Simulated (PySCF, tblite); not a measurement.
# C7H13N3: geometry, infrared bands and NMR shifts

What infrared bands and NMR shifts should C7H13N3 (`Cn1nncc1C(C)(C)C`) show?

Computed with tblite 0.8.0 and PySCF 2.14.0, with density-fitted response routines of our own, on a single molecule in the gas phase. Atoms are numbered from 0 throughout.

## Step 1: The starting structure

23 atoms, charge 0, multiplicity 1; geometry from: force field or distance geometry start.

Bonds of the start (Å): C0–N1 1.45, N1–N2 1.35, N2–N3 1.33, N3–C4 1.36, C4–C5 1.39, C5–C6 1.51, C6–C7 1.54, C6–C8 1.54, C6–C9 1.54, C5–N1 1.38, C0–H10 1.10, C0–H11 1.08, C0–H12 1.10, C4–H13 1.08, C7–H14 1.09, C7–H15 1.11, C7–H16 1.09, C8–H17 1.10, C8–H18 1.10, C8–H19 1.10, C9–H20 1.09, C9–H21 1.10, C9–H22 1.08.

## Step 2: Geometry optimisation with GFN2-xTB

The job: settings as JSON, then the geometry in Å.

```
{"job": {"kind": "relax", "xc": "GFN2-xTB", "basis": "xTB"}, "charge": 0, "multiplicity": 1}
C      2.009200    -1.367400    -0.716200
N      1.786000    -0.017200    -0.251100
N      2.876000     0.776100    -0.128600
N      2.456200     1.960500     0.307100
C      1.106700     1.885000     0.484300
C      0.628100     0.634000     0.116100
C     -0.778800     0.082000     0.121500
C     -0.955400    -0.892400     1.305700
C     -1.799000     1.221700     0.311000
C     -1.132300    -0.622200    -1.196400
H      1.745200    -1.399100    -1.779300
H      3.047700    -1.640000    -0.578700
H      1.380100    -2.057200    -0.133700
H      0.556600     2.739700     0.835400
H     -0.738700    -0.403200     2.260400
H     -1.995100    -1.265800     1.363600
H     -0.307100    -1.767200     1.222800
H     -2.833500     0.838600     0.300400
H     -1.720900     1.972100    -0.485400
H     -1.657100     1.746500     1.270900
H     -0.585400    -1.552400    -1.329000
H     -0.905900     0.023500    -2.059600
H     -2.187500    -0.868700    -1.231300
```

Run with:

```
$ OMP_NUM_THREADS=1 python probes_run.py task.json out
```

This one command runs all jobs of the session in turn.

**Question.** This job is followed by: GFN2-xTB harmonic vibrations, gas phase; GIAO PBE0/pcSseg-1 NMR shielding, non-relativistic, gas phase. What will the session give for the following? strongest single infrared mode (GFN2-xTB); zero-point energy (GFN2-xTB); 13C shifts against TMS (PBE0/pcSseg-1, means over atoms taken as alike); 1H shifts against TMS (PBE0/pcSseg-1, means over atoms taken as alike); 15N shifts against NH3 (PBE0/pcSseg-1); surface potential, 1st and 99th percentile.

As calculated:

```
                                                               quantity                               value
                              strongest single infrared mode (GFN2-xTB)                1366 cm⁻¹, 56 km/mol
                                           zero-point energy (GFN2-xTB)                      123.3 kcal/mol
13C shifts against TMS (PBE0/pcSseg-1, means over atoms taken as alike)  151.2, 135.5, 37.9, 31.8, 30.9 ppm
 1H shifts against TMS (PBE0/pcSseg-1, means over atoms taken as alike)                7.50, 4.27, 1.44 ppm
                                 15N shifts against NH3 (PBE0/pcSseg-1)             407.4, 385.4, 255.5 ppm
                                  surface potential, 1st and 99th percentile                  -2.17 V and 1.25 V
```

**Reading.** The optimisation took 52 steps and gained 0.198 eV; among the close pairs (by a distance rule), N2–N3 changed most, from 1.330 to 1.277 Å. All 63 modes are real, so the xTB geometry is a minimum. The strongest single mode, at 1366 cm⁻¹, is carried by N3, C4, N2, C5. Unscaled tight-binding wavenumbers are off by several per cent, some by more. Its intensities can rank the bands wrongly. H13 (hydrogen on an aromatic CH next to a ring nitrogen) lies farthest downfield among hydrogen, at 7.50 ppm; aromatic region. At PBE0/pcSseg-1: The largest span, 556 ppm, is at N3, where the paramagnetic term is -448 ppm. NICS(1)zz of -31 ppm above the planar ring from N1 marks a diatropic (aromatic) ring current.
